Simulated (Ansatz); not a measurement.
# Pt in Ansatz: relaxation of the atoms with PBE

Aim: the relaxation of the atoms of Pt with PBE.

Program: Ansatz 0.2.0. These are calculated values, not measurements. Logs are shortened: lines on timing, memory, paths and dates and some standing lists are left out, and cuts for length are marked.

### Step 1. The sheet as given

The cell holds a sheet with vacuum, 1 atom: a = 2.523 Å, b = 2.523 Å, c = 23.800 Å, α = 90.00°, β = 90.00°, γ = 90.00°.

The cell was built by a generator and needn't be a form met in nature.

### Step 2. Relaxation of the atoms, PBE

input.yaml

```yaml
crystal:
  lattice:
    - [2.52308, 0.0, 0.0]
    - [0.0, 2.52308, 0.0]
    - [0.0, 0.0, 23.8]
  atoms:
    - { symbol: Pt, position: [0.0, 0.0, 0.29412] }
  periodic: [true, true, false]
kpoints:
  mp_grid: { grid: [10, 10, 1] }
scf:
  occupations: { method: fermi_dirac, width: 0.05 }
hamiltonian:
  xc: pbe
  pseudopotentials: { kind: all_electron, lapw: { basis_error: 0.002 } }
output:
  forces: true
  stress: true
relax:
  f_tol: 0.02
  max_steps: 60
```

Potentials or basis: all-electron LAPW, scalar-relativistic.

Launch:

```console
$ ansatz run input.yaml --threads 2 --pin off --max-ram 8192MiB --backend cpu --events-out ev --progress --plain --runs-dir out
```

The log of the run:

```text
Warning: RAYON_NUM_THREADS=2 ignored (pool sized by the plan → 2); use --threads N
The last accepted step is kept in <dir> (removed where the run ends without a failure and the disk answers)
LAPW: plane waves up to 9.419 Å⁻¹, error target 2.0e-3 eV per atom; small_component_spin mean_spin; Pt in spheres of 1.224 Å, 48 of its electrons in bands, Dirac shells [] (how accurate: hamiltonian.pseudopotentials.lapw.basis_error, Limitations)
Engine: ansatz 0.2.0, aarch64-unknown-linux-gnu
Pseudopotentials: kind: all_electron
Pseudopotential: Pt, LAPW, valence charge 48, lapw/all_electron/scalar/gaussian/Pt, Koelling and Harmon's equation, gaussian nucleus
Functional definition: PBE
  parameter kappa = 0.804
  parameter beta = 0.06672455060314922
  exchange = pbe_x(kappa = kappa, mu = beta*pi^2/3)
  correlation = pbe_c(beta = beta)
Crystal: 1 atoms, lattice volume = 151.509 Å³
Basis set: ecut = 338.03610293847794 eV, 2155 PW (Γ), exchange–correlation at level 2
Bands: 29, of which v1, the nominal top of the filled ones, is band 24 counted from 1 (23 counted from 0)
Symmetry: 16 space group operations
Space group: P4/mmm (ITA 123), of the structure as read, at distance tolerance 5.3e-5 Å
k-points: 21 of 100
Non-local potential: Pt, projectors of the file, none
Initial density: superposition of atomic densities (neutral atoms: chi_scale 0, normalization atom)
Initial wavefunctions: plane waves of lowest kinetic energy (no species holds an atomic orbital)
Functional: x = pbe(κ = 0.804, μ = 0.2195149727645171), c = pbe(β = 0.06672455060314922)
iter 1 solved again at ethr=7.36e-4 eV; its pass at ethr=1.00e-1 eV (dr2=3.53e-1 eV) is discarded
SCF iter   1: F=—  HF=-500956.294592 eV  |F-HF|=—  |Δ(HF+E_count)|=         —  Δρ=1.48e-2  dr2=3.53e-1  ethr=7.36e-4  ⟨swp⟩=3.0  Hψ=3660  notcnv=0
preconditioner: auto → LDOS  [metal: Δε(μ)=0.089 eV  Ē_g=9.272 eV  σ=0.050 eV  W_gap=0.37  n_scr=16 (ndim 8)  ℏωp=9.5 eV  f_vac=0.839  D(μ)=2.37/eV (n_scr^D=12)  β→1.0]
iter 2 solved again at ethr=5.86e-5 eV; its pass at ethr=7.35e-4 eV (dr2=2.81e-2 eV) is discarded
SCF iter   2: F=—  HF=-500955.985259 eV  |F-HF|=—  |Δ(HF+E_count)|=   3.09e-1  Δρ=5.01e-3  dr2=2.82e-2  ethr=5.86e-5  ⟨swp⟩=2.0  Hψ=3285  notcnv=0  defer=1
SCF iter   3: F=—  HF=-500956.012428 eV  |F-HF|=—  |Δ(HF+E_count)|=   2.72e-2  Δρ=2.05e-3  dr2=6.01e-3  ethr=5.86e-5  ⟨swp⟩=3.1  Hψ=1986  notcnv=0
SCF iter   4: F=—  HF=-500956.002150 eV  |F-HF|=—  |Δ(HF+E_count)|=         —  Δρ=7.78e-4  dr2=1.02e-3  ethr=1.25e-5  ⟨swp⟩=2.2  Hψ=1822  notcnv=0  defer=2
the basis was enlarged: its passes take 168.0 KiB over the memory plan, 2 of 2 planned eigensolver slots
SCF iter   5: F=—  HF=-500956.001300 eV  |F-HF|=—  |Δ(HF+E_count)|=   8.50e-4  Δρ=2.07e-4  dr2=5.93e-5  ethr=2.12e-6  ⟨swp⟩=3.0  Hψ=1838  notcnv=0
SCF iter   6: F=—  HF=-500956.001273 eV  |F-HF|=—  |Δ(HF+E_count)|=   2.70e-5  Δρ=4.59e-5  dr2=2.87e-6  ethr=1.24e-7  ⟨swp⟩=3.0  Hψ=1801  notcnv=0
SCF iter   7: F=-500956.001277 eV  HF=-500956.001276 eV  |F-HF|=4.17e-7  |Δ(HF+E_count)|=   3.67e-6  Δρ=9.36e-6  dr2=7.12e-8  ethr=5.99e-9  ⟨swp⟩=3.0  Hψ=1844  notcnv=0
SCF 1 converged in 7 iterations: F = -500956.001277 eV  dr2 = 7.12e-8
relax step   1: F+E_penalty+E_count = -500956.00127689 eV  Δ(F+E_penalty+E_count) = +0.000e0 eV  max|allowed force component| = 0.000e0 eV/Å  Δτ_max = 0.0000 Å  (7 SCF iters, accepted)
SCF converged after 7 iterations
Free energy (F): -500956.001277 eV
Harris-Foulkes:  -500956.001276 eV  (|F-HF|=4.17e-7)
Internal energy: -500955.984778 eV  (E = F + TS)
E sigma→0 (E₀):  -500955.993027 eV
Entropy (-TS):   -0.016499 eV (-16.499 meV/atom)
Fermi energy:    -6.256387 eV
--- Per-component energies (eV) ---
  E_band       = -7873.750906
  E_kinetic    = 568888.424168
  E_xc         = -9692.108934
  E_electrostatic = -1060152.300012  (all electrons and nuclei)
  E_smearing   = -0.016499  (= −TS)
  E_closure    = 0.000000  (closes the sum)
  E_atoms      = -500951.217831  (free atoms, spherical and without spin; not in F)
  Σ components = -500956.001277   (vs F -500956.001277, Δ=0.00e0)
  Basis errors (estimates in eV, not in F): energy 9.6e-4 per atom: plane waves 8.8e-4 (5.4e-4 summed), levels above the bands 5.9e-63, relativity 1.6e-8, radial functions 8.0e-5, core shells 5.4e-8; eigenvalues (radial functions only) 8.7e-7; not estimated: angular momenta, meshes, grids; target (lapw.basis_error) 2.0e-3; muffin-tin radii Pt 1.224 Å
--- Forces (eV/Å), atoms counted from 1 ---
  atom   1  Pt     0.00000000     0.00000000     0.00000000
  max |Σ_I F_I| component: 9.86e-32 eV/Å
--- 2D stress c σ (N/m, compression-positive) ---
        0.082769       0.000000       0.000000
        0.000000       0.082769       0.000000
        0.000000       0.000000       0.000000
  P = ½ c Tr σ = 0.0828 N/m
--- Relaxed structure (1 steps of the walk, 1 accepted, 0 SCFs on fresh bases) ---
  F+E_penalty+E_count = -500956.00127689 eV   max|allowed force component| = 0.000e0 eV/Å
  cell:  # Å, volume = 151.5092 Å³
    - [2.52308, 0.0, 0.0]
    - [0.0, 2.52308, 0.0]
    - [0.0, 0.0, 23.8]
  atoms:
    - { symbol: Pt, position: [0.0, 0.0, 0.29412] }
```

Run time: 7 s. Hardware: 2 threads of Arm Neoverse V2, shared host; peak memory 0.51 GiB.

What came out:

```yaml
Free_energy: -500956.0013 eV
Work_function: 6.26 eV
```

Final structure:
```
Pt
1.0
     2.52308    0.00000    0.00000
     0.00000    2.52308    0.00000
     0.00000    0.00000   23.80000
Pt
1
Direct
  0.00000 0.00000 0.29412
```

Caveat: the relaxation stopped at its first step, so nothing moved. Spin-orbit coupling is left out, which matters for the levels of Pt.
